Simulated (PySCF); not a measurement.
# H8N3OPb (Pb(NH2)3(H2O)+): the cost of one run

Method: several levels, as the steps say, no spin–orbit coupling; program: PySCF 2.14.0.

## 1. The starting structure

13 atoms, charge 1, spin multiplicity 1.

Bond lengths: Pb1–N2 2.099 Å, Pb1–N5 2.099 Å, Pb1–N8 2.095 Å, Pb1–O11 2.412 Å, N2–H3 1.022 Å, N2–H4 1.023 Å, N5–H6 1.023 Å, N5–H7 1.022 Å, N8–H9 1.021 Å, N8–H10 1.021 Å, O11–H12 0.967 Å, O11–H13 0.966 Å. Angles: N2–Pb1–N5 116.6°, N2–Pb1–N8 121.3°, N2–Pb1–O11 91.2°, N5–Pb1–N8 121.3°, N5–Pb1–O11 91.2°, N8–Pb1–O11 96.6°, Pb1–N2–H3 110.5°, Pb1–N2–H4 110.4°, H3–N2–H4 107.4°, Pb1–N5–H6 110.4°, Pb1–N5–H7 110.5°, H6–N5–H7 107.4°, Pb1–N8–H9 111.8°, Pb1–N8–H10 111.8°, H9–N8–H10 108.8°, Pb1–O11–H12 121.9°, Pb1–O11–H13 130.6°, H12–O11–H13 107.5°.

Geometry (Å):

```
Pb    0.2461   -0.2461    0.3130
N     1.0047    1.5204    1.1552
H     2.0091    1.5971    0.9809
H     0.8689    1.5194    2.1691
N    -1.5204   -1.0047    1.1552
H    -1.5194   -0.8689    2.1691
H    -1.5971   -2.0091    0.9809
N     1.3668   -1.3668   -1.0568
H     0.7714   -1.9461   -1.6510
H     1.9461   -0.7714   -1.6510
O    -1.0111    1.0111   -1.3171
H    -1.6701    1.6701   -1.0580
H    -0.9881    0.9881   -2.2827
```

Formal oxidation states: Pb +4. An earlier session relaxed this geometry at PBE0, Pb def2-SVP with ECP60, N def2-SVP, H def2-SVP, O def2-SVP (singlet, point group Cs). Its vibrations showed it to be a saddle point, relaxed within its symmetry.

At PBE0 on the finer grid: E = -436.416137 Eh, HOMO -11.94 eV, LUMO -6.71 eV, Mulliken charge on Pb1 +0.94 e, largest force component 0.016 eV/Å. 

Levels to run: TPSS; PBE; PBE0, TZVP. Hardware: 2 threads of Arm Neoverse V1, shared host.

## 2. TPSS

The input, run.py (the lines that set the calculation):

```python
mol = gto.M(atom='''
Pb     0.24607    -0.24607     0.31304
N      1.00468     1.52039     1.15522
H      2.00910     1.59705     0.98087
H      0.86885     1.51941     2.16913
N     -1.52039    -1.00468     1.15522
H     -1.51941    -0.86885     2.16913
H     -1.59705    -2.00910     0.98087
N      1.36679    -1.36679    -1.05678
H      0.77138    -1.94611    -1.65103
H      1.94611    -0.77138    -1.65103
O     -1.01108     1.01108    -1.31713
H     -1.67006     1.67006    -1.05805
H     -0.98810     0.98810    -2.28267''',
    basis={'Pb': 'def2-SVP', 'N': 'def2-SVP', 'H': 'def2-SVP', 'O': 'def2-SVP'},
    ecp={'Pb': 'def2-SVP'},
    charge=1, spin=0)
mf = dft.RKS(mol, xc='TPSS')
mf.grids.atom_grid = (75, 302)
mf = mf.density_fit()  # fitting sets: Pb def2-universal-JKFIT, N def2-universal-JKFIT, H def2-universal-JKFIT, O def2-universal-JKFIT
mf.conv_tol = 1e-08; mf.max_cycle = 55
mf.kernel(dm0)  # dm0: the density of the relaxed state
```

Started as:

```sh
$ OMP_NUM_THREADS=2 python run.py
```

**Question.** How long does this run take on 2 threads of Arm Neoverse V1, shared host?

About 13 s.
